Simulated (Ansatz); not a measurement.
# C₂H₂BNa (SMILES BC#[C][Na]): one structure at several levels

One table from this session's results is given with a row withheld; the runs are named, their logs left out.

Computed with Ansatz 0.2.0, Gaussian basis. Level: single points in def2-TZVPP.

Correlated methods freeze the cores. The outer core shell of Li, Na, Mg and K is correlated.

## The starting structure

SMILES `BC#[C][Na]`, 6 atoms, charge 0, spin multiplicity 1.

Atoms are counted from 1 here; the program's logs count them from 0.

Bond lengths: B1–C2 1.475 Å, B1–H5 1.207 Å, B1–H6 1.252 Å, C2–C3 1.266 Å, C3–Na4 2.229 Å. Angles: C2–B1–H5 122.1°, C2–B1–H6 112.8°, H5–B1–H6 125.0°, B1–C2–C3 175.8°, C2–C3–Na4 177.5°.

As a file:

```xyz
6
C2H2BNa
B     0.0895    1.3378    0.1693
C     0.0238   -0.1225   -0.0307
C    -0.1215   -1.3721   -0.1770
Na   -0.2917   -3.5729   -0.4843
H     0.0916    2.1128   -0.7557
H     0.1796    1.6584    1.3757
```

The first run:

The input, run/in.yaml:

```yaml
crystal:
  periodic: [false, false, false]
  atoms:
    - {symbol: B, position_ang: [0.089536, 1.337756, 0.169251]}
    - {symbol: C, position_ang: [0.023846, -0.122541, -0.030726]}
    - {symbol: C, position_ang: [-0.121502, -1.372119, -0.176998]}
    - {symbol: Na, position_ang: [-0.291654, -3.572860, -0.484327]}
    - {symbol: H, position_ang: [0.091586, 2.112768, -0.755746]}
    - {symbol: H, position_ang: [0.179556, 1.658423, 1.375654]}
basis:
  gaussian: {orbitals: def2-TZVPP}
hamiltonian: {xc: pbe, dispersion: d4}
output: {forces: true}
```

Started as:

```bash
$ ansatz run in.yaml --threads 2 --pin off --events-out ev --progress --plain --max-ram 3481MiB
```

Among the steps run: PBE-D4/def2-TZVPP; r2SCAN-D4/def2-TZVPP; PBE0-D4/def2-TZVPP; wB97M-V/def2-TZVPP; CCSD(T)/def2-TZVPP.

One table of the session follows, with a row left open; its other results are not shown here.

```
   method  RMS force component (eV/Å)  angle to CCSD(T) forces (°)  dipole (D)
   PBE-D4                           ?                            ?           ?
r2SCAN-D4                       0.837                         13.2        9.92
  PBE0-D4                       0.950                         14.4        9.84
  wB97M-V                       1.110                         14.7        9.84
  CCSD(T)                       0.759                    reference        9.92
```

**Question.** Estimate the row for PBE-D4.

As computed: RMS force component (eV/Å): 0.651; angle to CCSD(T) forces (°): 9.6; dipole (D): 9.63. In the column «RMS force component (eV/Å)» it is the lowest.
